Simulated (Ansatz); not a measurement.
**Pb2O (Pn-3m): exact exchange against the cheap answer**

Aim: see how the gap and pressure of Pb2O (Pn-3m) move with the amount and range of exact exchange, and what each run costs.

Method: DFT at several levels, plane waves, PAW, in Ansatz 0.2.0.

## (1) The system as given

Symmetry: Pn-3m, No. 224, cubic system. Conventional cell: a = 5.380 Å, b = 5.380 Å, c = 5.380 Å, α = 90.00°, β = 90.00°, γ = 90.00°. Around Pb (site symmetry -3m) lie 2 O at 2.33 Å. O (site symmetry -43m) has 4 Pb at 2.33 Å in its first shell of neighbours.

Structure file:

```cif
data_structure
_symmetry_space_group_name_H-M 'Pn-3m:1'
_symmetry_Int_Tables_number 224
_cell_length_a 5.3800
_cell_length_b 5.3800
_cell_length_c 5.3800
_cell_angle_alpha 90.000
_cell_angle_beta 90.000
_cell_angle_gamma 90.000
_cell_volume 155.72
loop_
_atom_site_label
_atom_site_type_symbol
_atom_site_symmetry_multiplicity
_atom_site_Wyckoff_symbol
_atom_site_fract_x
_atom_site_fract_y
_atom_site_fract_z
_atom_site_occupancy
Pb1 Pb 4 b 0.25000 0.25000 0.25000 1
O1 O 2 a 0.00000 0.00000 0.00000 1
```

At PBE, an earlier run found 2.73 GPa for this cell of 25.953 Å³/atom (4×4×4 mesh), a metal on this mesh.

All runs below keep this geometry.

Levels to run, all on a 4×4×4 mesh: PBE; PBE0; Hartree–Fock. Hardware: 4 threads of Arm Neoverse N1, shared host.

## (2) PBE

File input.yaml:

```yaml
crystal:
  lattice:
    - [5.3800003225, 0.0, 0.0]
    - [0.0, 5.3800003225, 0.0]
    - [0.0, 0.0, 5.3800003225]
  atoms:
    - { symbol: Pb, position: [0.25, 0.25, 0.25] }
    - { symbol: Pb, position: [0.75, 0.75, 0.25] }
    - { symbol: Pb, position: [0.25, 0.75, 0.75] }
    - { symbol: Pb, position: [0.75, 0.25, 0.75] }
    - { symbol: O, position: [0.0, 0.0, 0.0] }
    - { symbol: O, position: [0.5, 0.5, 0.5] }
basis:
  ecutwfc: 420
  ecutrho_ratio: 4
kpoints:
  mp_grid: { grid: [4, 4, 4] }
hamiltonian:
  xc: pbe
scf:
  occupations: { method: gaussian, width: 0.05 }
output:
  forces: true
  stress: true
  eigenvalues: true
  populations: true
  write_density: true
  write_potential: true
  elf: true
  volumetric_format: npy
```

Started as:

```console
$ ansatz run input.yaml --threads 4 --pin off --max-ram 8192MiB --backend cpu --events-out ev --progress --plain --runs-dir out
```

Further steps of the session: PBE0; Hartree–Fock.

**Question.** What will these runs give? Wanted: for each run, exact exchange; change of gap; pressure.

The runs gave:

| level | exact exchange | gap on the mesh (eV) | change of gap (eV) | pressure (GPa) | wall time | CPU time |
| --- | --- | --- | --- | --- | --- | --- |
| PBE | 0.00 | metal | 0 | 2.7 | 2.9 s | 10 s |
| PBE0 | 0.25 | metal | 0 | 0.4 | 73 s | 4.3 min |
| Hartree–Fock | 1.00 | metal | 0 | 2.6 | 94 s | 5.6 min |

Changes count from PBE. Times are on 4 threads of Arm Neoverse N1, shared host; the hybrid runs also made densities of states.

Every hybrid shown leaves the cell metallic on this mesh. The pressure spans 0.4 to 2.7 GPa, negative where a level wants a smaller cell on this coarse mesh, whose own error is in all of them. «metal» means no gap on the mesh; bands that overlap can still move apart without opening one. The median run with exact exchange took 29 times the CPU time of the cheap one. Gaps are over this coarse mesh alone, and total energies of different levels can't be compared. Spin–orbit coupling is left out, though the cell holds Pb; in elements this heavy it can shift levels and gaps by tenths of an eV. The program warned that the SCF threshold is loose for the stress of this hybrid run. For a metal under a hybrid functional this mesh is coarse.
